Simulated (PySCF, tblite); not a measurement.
**C₈H₁₁N: geometry, infrared bands and NMR shifts**

What infrared bands and NMR shifts should C₈H₁₁N (`N#C[C@@H]1C[C@H]2CCC[C@H]21`) show?

The runs use tblite 0.8.0 and PySCF 2.14.0, with density-fitted response routines of our own; the level of theory stands in each step. All values are computed, except where a source is named. Atoms are numbered from 0 throughout.

### Step 1. Starting geometry

20 atoms, charge 0, multiplicity 1; geometry from: force field or distance geometry start.

Bonds of the start (Å): N0–C1 1.18, C1–C2 1.43, C2–C3 1.55, C3–C4 1.55, C4–C5 1.54, C5–C6 1.52, C6–C7 1.53, C7–C8 1.52, C8–C2 1.56, C8–C4 1.55, C2–H9 1.10, C3–H10 1.08, C3–H11 1.10, C4–H12 1.10, C5–H13 1.09, C5–H14 1.10, C6–H15 1.09, C6–H16 1.09, C7–H17 1.10, C7–H18 1.10, C8–H19 1.10.

### Step 2. Relaxing the molecule with GFN2-xTB

What the job is given:

```
{"job": {"kind": "relax", "xc": "GFN2-xTB", "basis": "xTB"}, "charge": 0, "multiplicity": 1}
N      3.761800    -0.812000     1.054100
C      2.749500    -0.444000     0.577800
C      1.517400    -0.002600     0.005400
C      0.882400     1.258500     0.646700
C     -0.427700     0.476700     0.916100
C     -1.626800     0.717700    -0.015100
C     -1.326300    -0.096700    -1.265200
C     -0.627900    -1.336400    -0.710500
C      0.256600    -0.819600     0.415000
H      1.597700     0.117700    -1.081200
H      0.789000     2.113800    -0.012300
H      1.366700     1.582000     1.580800
H     -0.719500     0.470800     1.976500
H     -2.531400     0.342400     0.461000
H     -1.773400     1.787400    -0.235000
H     -2.234300    -0.339200    -1.814900
H     -0.650600     0.457300    -1.920500
H     -0.061900    -1.872600    -1.483800
H     -1.380400    -2.033000    -0.305100
H      0.433900    -1.557600     1.207100
```

Command:

```console
$ OMP_NUM_THREADS=1 python probes_run.py task.json out
```

This one command runs all jobs of the session in turn.

**Question.** This job is followed by: GFN2-xTB harmonic vibrations, gas phase; GIAO PBE0/pcSseg-1 NMR shielding, non-relativistic, gas phase. What will the session give for the following? strongest single infrared mode (GFN2-xTB); zero-point energy (GFN2-xTB); 13C shifts against TMS (PBE0/pcSseg-1); 1H shifts against TMS (PBE0/pcSseg-1); 15N shifts against NH3 (PBE0/pcSseg-1); surface potential, 1st and 99th percentile.

As calculated:

| quantity | value |
| --- | --- |
| strongest single infrared mode (GFN2-xTB) | 2401 cm⁻¹, 248 km/mol |
| zero-point energy (GFN2-xTB) | 108.2 kcal/mol |
| 13C shifts against TMS (PBE0/pcSseg-1) | 128.1, 45.2, 36.7, 36.5, 36.5, 30.6, 26.8, 23.1 ppm |
| 1H shifts against TMS (PBE0/pcSseg-1) | 2.85, 2.78, 2.48, 2.06, 1.90, 1.72, 1.66, 1.64, 1.61, 1.61, 1.51 ppm |
| 15N shifts against NH3 (PBE0/pcSseg-1) | 300.1 ppm |
| surface potential, 1st and 99th percentile | -1.93 V and 1.10 V |

In words: Relaxing lowered the energy by 0.130 eV in 65 steps; the close pair that moved most is N0–C1, from 1.178 to 1.144 Å. All 54 modes are real, so the xTB geometry is a minimum. The strongest single mode, at 2401 cm⁻¹, moves mainly C1 and N0. GFN2-xTB is a fitted tight-binding method: band positions and strengths are rough. Its intensities can rank the bands wrongly. At PBE0/pcSseg-1: The largest span, 461 ppm, is at N0, where the paramagnetic term is -373 ppm.
